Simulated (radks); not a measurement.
# Spin polarisation of the 3d shell in Ti⁺

Aim: the energy gained and the exchange splitting as electrons of the 3d shell of Ti⁺ are turned from spin down to spin up.

Program: radks (a radial shooting solver on a logarithmic mesh, Libxc functionals) version 1. Level of theory: scalar-relativistic Kohn-Sham, PBEsol, spin-polarised, spherical densities, point nucleus. These are calculated values, not measurements, unless marked.

### Step 1. The atom as given

| Quantity | Value |
| --- | --- |
| element | titanium (Z = 22) |
| charge | +1 |
| electrons | 21 |
| configuration | [Ar] 3d(up 1, down 1) 4s(up 0.5, down 0.5) |

In the logs a row gives level, spin channel, occupation and eigenvalue; Etot, Ekin, Encl (electron-nucleus), Eh (Hartree) and Exc are energies, all in hartree; err is the last residual, it the number of iterations.

A shell typed twice in an input gives spin up, then spin down.

### Step 2. No moment

Input:

```text
Z 22
configuration [Ar] 3d1 3d1 4s0.5 4s0.5
relativity scalar-relativistic
functional pbe_sol,pbe_sol
spin polarised
nucleus point
c 137.035999084
```

The program printed:

```text
1s      1   1.0000        -178.98009426
2s      1   1.0000         -19.97235618
2p      1   3.0000         -16.58053697
3s      1   1.0000          -2.56309164
3p      1   3.0000          -1.69321453
3d      1   1.0000          -0.41841944
4s      1   0.5000          -0.38038839
1s      2   1.0000        -178.98009426
2s      2   1.0000         -19.97235618
2p      2   3.0000         -16.58053697
3s      2   1.0000          -2.56309164
3p      2   3.0000          -1.69321453
3d      2   1.0000          -0.41841944
4s      2   0.5000          -0.38038839
Etot -852.3287470981234
Ekin 859.405213812527
Encl -2021.9483631806638
Eh 350.98510959494666
Exc -40.77070732493323
err 2.284172008599316e-09
it 14
```

The top filled level is 4s, -10.351 eV.

Sizes of the orbitals, from the radial functions (bohr):

```
level  occupation  energy (eV)      <r>  outermost maximum (interpolated)  90 % within  nodes
   1s           2      -4870.3  0.06965                            0.0456        0.124      0
   2s           2      -543.48   0.3253                             0.269        0.505      1
   2p           6      -451.18   0.2901                             0.220        0.477      0
   3s           2      -69.745    1.008                             0.870         1.51      2
   3p           6      -46.075    1.086                             0.902         1.68      1
   3d           2      -11.386    1.518                             0.979         2.65      0
   4s           1      -10.351    3.180                              2.75         4.70      3
```

The radial density on a logarithmic grid:

```
r (bohr)  4πr²ρ (e/bohr)
 0.00262          0.5947
 0.00391           1.238
 0.00584           2.504
 0.00871           4.862
  0.0130           8.874
  0.0194           14.78
  0.0289           21.52
  0.0431           25.89
  0.0643           24.46
  0.0968           19.93
   0.144           21.89
   0.215           27.89
   0.321           21.58
   0.479           9.348
   0.715           9.310
    1.07           9.124
    1.59           3.564
    2.37          0.9898
    3.54          0.3935
    5.33         0.06478
```

### Step 3. moment 0.5 in 3d

Input:

```text
Z 22
configuration [Ar] 3d1.25 3d0.75 4s0.5 4s0.5
relativity scalar-relativistic
functional pbe_sol,pbe_sol
spin polarised
nucleus point
c 137.035999084
```

The program printed:

```text
1s      1   1.0000        -178.97955215
2s      1   1.0000         -19.97450067
2p      1   3.0000         -16.58207560
3s      1   1.0000          -2.57082693
3p      1   3.0000          -1.70092603
3d      1   1.2500          -0.42552150
4s      1   0.5000          -0.38344691
1s      2   1.0000        -178.97965169
2s      2   1.0000         -19.96913962
2p      2   3.0000         -16.57793505
3s      2   1.0000          -2.55439225
3p      2   3.0000          -1.68456763
3d      2   0.7500          -0.41053095
4s      2   0.5000          -0.37700140
Etot -852.3306208651546
Ekin 859.4073162629516
Encl -2021.9588581096673
Eh 350.9940676084366
Exc -40.77314662687543
err 2.4824072781442623e-09
it 14
```

Energy against step 2 (no moment): -0.051 eV. 4s down is the highest filled level (-10.259 eV).

### Step 4. moment 1 in 3d

Input:

```text
Z 22
configuration [Ar] 3d1.5 3d0.5 4s0.5 4s0.5
relativity scalar-relativistic
functional pbe_sol,pbe_sol
spin polarised
nucleus point
c 137.035999084
```

The program printed:

```text
1s      1   1.0000        -178.97802128
2s      1   1.0000         -19.97556229
2p      1   3.0000         -16.58254152
3s      1   1.0000          -2.57759085
3p      1   3.0000          -1.70769836
3d      1   1.5000          -0.43183800
4s      1   0.5000          -0.38619240
1s      2   1.0000        -178.97822151
2s      2   1.0000         -19.96485535
2p      2   3.0000         -16.57427279
3s      2   1.0000          -2.54472710
3p      2   3.0000          -1.67498013
3d      2   0.5000          -0.40184784
4s      2   0.5000          -0.37326402
Etot -852.3362433535794
Ekin 859.4136244441873
Encl -2021.9904228621763
Eh 351.0210209548627
Exc -40.7804658904534
err 2.881944015202627e-09
it 14
```

Energy against step 2 (no moment): -0.204 eV. Highest occupied level: 4s down at -10.157 eV.

### Step 5. moment 1.5 in 3d

Input:

```text
Z 22
configuration [Ar] 3d1.75 3d0.25 4s0.5 4s0.5
relativity scalar-relativistic
functional pbe_sol,pbe_sol
spin polarised
nucleus point
c 137.035999084
```

The program printed:

```text
1s      1   1.0000        -178.97548967
2s      1   1.0000         -19.97552253
2p      1   3.0000         -16.58191760
3s      1   1.0000          -2.58336571
3p      1   3.0000          -1.71351703
3d      1   1.7500          -0.43735962
4s      1   0.5000          -0.38863087
1s      2   1.0000        -178.97579279
2s      2   1.0000         -19.95950008
2p      2   3.0000         -16.56954543
3s      2   1.0000          -2.53408507
3p      2   3.0000          -1.66443787
3d      2   0.2500          -0.39235714
4s      2   0.5000          -0.36915158
Etot -852.3456174616789
Ekin 859.4241401074445
Encl -2022.0433184055062
Eh 351.06623021700705
Exc -40.79266938062414
err 2.659325063349985e-09
it 14
```

E − E(step 2, no moment) = -0.459 eV. Highest occupied level: 4s down at -10.045 eV.

### Step 6. moment 2 in 3d

Input:

```text
Z 22
configuration [Ar] 3d2 3d0 4s0.5 4s0.5
relativity scalar-relativistic
functional pbe_sol,pbe_sol
spin polarised
nucleus point
c 137.035999084
```

The program printed:

```text
1s      1   1.0000        -178.97193413
2s      1   1.0000         -19.97435091
2p      1   3.0000         -16.58017491
3s      1   1.0000          -2.58811950
3p      1   3.0000          -1.71835300
3d      1   2.0000          -0.44206274
4s      1   0.5000          -0.39075576
1s      2   1.0000        -178.97234319
2s      2   1.0000         -19.95305880
2p      2   3.0000         -16.56373651
3s      2   1.0000          -2.52244300
3p      2   3.0000          -1.65291615
3d      2   0.0000          -0.38204396
4s      2   0.5000          -0.36464220
Etot -852.3587456237993
Ekin 859.438863476231
Encl -2022.1180565857926
Eh 351.13021236620693
Exc -40.80976488044453
err 2.6266179179319285e-09
it 14
```

Energy against step 2 (no moment): -0.816 eV. 4s down is the highest filled level (-9.922 eV).

### Step 7. Summary of results

```
moment (μB)  E − E(0) (eV)  ε(3d up) (eV)  ε(3d down) (eV)  splitting (eV)
          0          0.000        -11.386          -11.386           0.000
        0.5         -0.051        -11.579          -11.171           0.408
          1         -0.204        -11.751          -10.935           0.816
        1.5         -0.459        -11.901          -10.677           1.225
          2         -0.816        -12.029          -10.396           1.633
```

What this shows: At a moment of 2 μB the energy has fallen by 0.82 eV and the 3d levels split by 1.63 eV, 0.817 eV per μB. The Stoner form E = −I m²/4 would give I = 0.816 eV. The energy falls at every step.
